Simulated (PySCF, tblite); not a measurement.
**C₈H₁₅Al: geometry, infrared bands and NMR shifts**

What infrared bands and NMR shifts should C₈H₁₅Al (`[AlH2][C@@H]1CCC[C@H]1C1CC1`) show?

Programs: tblite 0.8.0 and PySCF 2.14.0, with density-fitted response routines of our own. Each step states its level of theory. These are calculated values for one molecule in the gas phase, unless marked as measured. Atoms are numbered from 0 throughout.

## Step 1: Starting geometry

24 atoms, charge 0, multiplicity 1; geometry from: force field or distance geometry start.

Bonds of the start (Å): Al0–C1 1.99, C1–C2 1.50, C2–C3 1.50, C3–C4 1.53, C4–C5 1.54, C5–C6 1.50, C6–C7 1.48, C7–C8 1.49, C5–C1 1.50, C8–C6 1.54, Al0–H9 1.58, Al0–H10 1.60, C1–H11 1.08, C2–H12 1.11, C2–H13 1.11, C3–H14 1.10, C3–H15 1.09, C4–H16 1.13, C4–H17 1.08, C5–H18 1.11, C6–H19 1.12, C7–H20 1.11, C7–H21 1.10, C8–H22 1.14, C8–H23 1.08.

## Step 2: Relaxing the molecule with GFN2-xTB

The job: settings as JSON, then the geometry in Å.

```
{"job": {"kind": "relax", "xc": "GFN2-xTB", "basis": "xTB"}, "charge": 0, "multiplicity": 1}
Al    -1.752900     2.047100    -0.332500
C     -0.955400     0.271200    -0.739700
C     -1.988400    -0.766100    -0.392100
C     -1.208700    -1.996600    -0.020100
C     -0.069500    -1.405700     0.806900
C      0.167800    -0.005000     0.218800
C      1.524800    -0.061400    -0.421800
C      2.148200     1.063100    -1.162100
C      2.499400     0.899300     0.275700
H     -1.606000     3.189800    -1.418400
H     -2.800300     2.208600     0.859900
H     -0.691200     0.181600    -1.784000
H     -2.674300    -0.987000    -1.237500
H     -2.624600    -0.459100     0.465700
H     -1.791800    -2.694800     0.597400
H     -0.843100    -2.464000    -0.931200
H      0.837900    -2.046600     0.606400
H     -0.255800    -1.388500     1.873000
H      0.165800     0.703400     1.075300
H      1.931900    -1.085400    -0.620300
H      2.959900     0.735900    -1.851600
H      1.551300     1.904500    -1.548100
H      2.021000     1.704900     0.930700
H      3.442300     0.470700     0.590600
```

Started as:

```sh
> OMP_NUM_THREADS=1 python probes_run.py task.json out
```

The driver reads the jobs from task.json and runs them one after another.

**Question.** This job is followed by: GFN2-xTB harmonic vibrations, gas phase; GIAO PBE0/pcSseg-1 NMR shielding, non-relativistic, gas phase. What will the session give for the following? strongest single infrared mode (GFN2-xTB); zero-point energy (GFN2-xTB); ¹³C shifts against TMS (PBE0/pcSseg-1); ¹H shifts against TMS (PBE0/pcSseg-1, means over atoms taken as alike); ²⁷Al shifts against AlH4- (PBE0/pcSseg-1); surface potential, 1st and 99th percentile.

The runs gave:

| quantity | value |
| --- | --- |
| strongest single infrared mode (GFN2-xTB) | 1769 cm⁻¹, 426 km/mol |
| zero-point energy (GFN2-xTB) | 126.0 kcal/mol |
| ¹³C shifts against TMS (PBE0/pcSseg-1) | 56.7, 43.4, 34.4, 31.7, 30.1, 20.8, 12.2, 7.0 ppm |
| ¹H shifts against TMS (PBE0/pcSseg-1, means over atoms taken as alike) | 5.04, 2.03, 1.89, 1.87, 1.85, 1.71, 1.29, 1.23, 0.89, 0.84, 0.70, 0.62, 0.57, -0.94 ppm |
| ²⁷Al shifts against AlH4- (PBE0/pcSseg-1) | 174.4 ppm |
| surface potential, 1st and 99th percentile | -0.73 V and 1.89 V |

What this shows: Over 213 steps the energy fell by 0.971 eV; of the close pairs, C8–H22 changed most, 1.143 to 1.079 Å. No mode is imaginary among the 66: a minimum at this level. The strongest single mode, at 1769 cm⁻¹, moves mainly H9. Unscaled tight-binding wavenumbers are off by several per cent, some by more. Its intensities can rank the bands wrongly. At PBE0/pcSseg-1: The widest tensor belongs to Al0: span 118 ppm, with a paramagnetic part of -480 ppm. By nearest atom (PBE0/pcSseg-1), the HOMO sits on C1 41 %; Al0 14 % and the LUMO on Al0 39 %; H9, H10 about 15 % each.
